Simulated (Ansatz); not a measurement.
# C₃H₁₀GeO: small, medium and large basis sets

The task here is to estimate one member of a computed series from the others.

The runs use Ansatz 0.2.0, Gaussian basis; one geometry, several basis sets.

Plan: PBE0-D4/def2-SVP; ωB97M-V/def2-SVP; PBE0-D4/def2-QZVPP; ωB97M-V/def2-QZVPP; the functionals' def2-TZVPP values are taken from earlier runs.

## The relaxed structure

An earlier PBE0-D4 in a triple-zeta def2 set relaxation fixed the geometry.

SMILES `CC(C)[O][GeH3]`, 15 atoms, charge 0, spin multiplicity 1.

Atoms are counted from 1 here; the program's logs count them from 0.

Bond lengths: C1–C2 1.518 Å, C1–H6 1.093 Å, C1–H7 1.093 Å, C1–H8 1.093 Å, C2–C3 1.514 Å, C2–O4 1.418 Å, C2–H9 1.102 Å, C3–H10 1.091 Å, C3–H11 1.093 Å, C3–H12 1.093 Å, O4–Ge5 1.778 Å, Ge5–H13 1.532 Å, Ge5–H14 1.541 Å, Ge5–H15 1.542 Å. Angles: C2–C1–H6 111.5°, C2–C1–H7 110.0°, C2–C1–H8 110.8°, H6–C1–H7 108.2°, H6–C1–H8 107.7°, H7–C1–H8 108.6°, C1–C2–C3 112.0°, C1–C2–O4 111.3°, C1–C2–H9 108.6°, C3–C2–O4 107.1°, C3–C2–H9 108.5°, O4–C2–H9 109.3°, C2–C3–H10 110.4°, C2–C3–H11 110.0°, C2–C3–H12 110.8°, H10–C3–H11 108.3°, H10–C3–H12 108.7°, H11–C3–H12 108.6° and more.

Geometry (Å):

```csv
atom,x (Å),y (Å),z (Å)
C1,-0.8655,-1.2128,-0.0635
C2,0.1215,-0.1990,0.4856
C3,1.3064,-0.8655,1.1511
O4,0.6332,0.6309,-0.5445
Ge5,-0.3804,1.9104,-1.2497
H6,-1.7292,-0.7240,-0.5218
H7,-0.3816,-1.8318,-0.8233
H8,-1.2352,-1.8642,0.7321
H9,-0.3949,0.4243,1.2339
H10,2.0000,-0.1150,1.5337
H11,1.8395,-1.4877,0.4278
H12,0.9815,-1.4973,1.9811
H13,0.6067,2.8358,-1.9682
H14,-1.4007,1.3190,-2.2416
H15,-1.1231,2.6263,-0.1032
```

The first run:

Input file in.yaml:

```yaml
crystal:
  periodic: [false, false, false]
  atoms:
    - {symbol: C, position_ang: [-0.865450, -1.212826, -0.063475]}
    - {symbol: C, position_ang: [0.121531, -0.198995, 0.485640]}
    - {symbol: C, position_ang: [1.306447, -0.865488, 1.151073]}
    - {symbol: O, position_ang: [0.633162, 0.630860, -0.544539]}
    - {symbol: Ge, position_ang: [-0.380392, 1.910421, -1.249717]}
    - {symbol: H, position_ang: [-1.729221, -0.724008, -0.521773]}
    - {symbol: H, position_ang: [-0.381601, -1.831801, -0.823338]}
    - {symbol: H, position_ang: [-1.235163, -1.864237, 0.732130]}
    - {symbol: H, position_ang: [-0.394924, 0.424336, 1.233900]}
    - {symbol: H, position_ang: [1.999954, -0.114999, 1.533673]}
    - {symbol: H, position_ang: [1.839529, -1.487698, 0.427841]}
    - {symbol: H, position_ang: [0.981505, -1.497342, 1.981061]}
    - {symbol: H, position_ang: [0.606686, 2.835771, -1.968243]}
    - {symbol: H, position_ang: [-1.400729, 1.318998, -2.241594]}
    - {symbol: H, position_ang: [-1.123134, 2.626306, -0.103241]}
basis:
  gaussian: {orbitals: def2-SVP}
hamiltonian: {xc: pbe0, dispersion: d4}
output: {orbitals: {seedname: orbitals}}
```

Command:

```sh
$ ansatz run in.yaml --threads 4 --pin off --events-out ev --progress --plain --max-ram 11315MiB
```

Steps of the session up to this table: PBE0-D4 in def2-SVP; ωB97M-V in def2-SVP; PBE0-D4 in def2-QZVPP; ωB97M-V in def2-QZVPP.

One table of the session follows, with a row left open; its other results are not shown here.

It belongs to the step «Functionals by basis». 

```
functional       basis  HOMO (eV)  LUMO (eV)
   PBE0-D4    def2-SVP      -7.56       0.66
   PBE0-D4  def2-TZVPP      -7.66       0.41
   PBE0-D4  def2-QZVPP      -7.68       0.16
   ωB97M-V    def2-SVP      -9.91       2.52
   ωB97M-V  def2-TZVPP     -10.03       2.13
   ωB97M-V  def2-QZVPP          ?          ?
```

Estimate the missing values for ωB97M-V, def2-QZVPP.

The run gave: HOMO (eV): -10.05; LUMO (eV): 1.61. In the column «HOMO (eV)» it is the lowest.
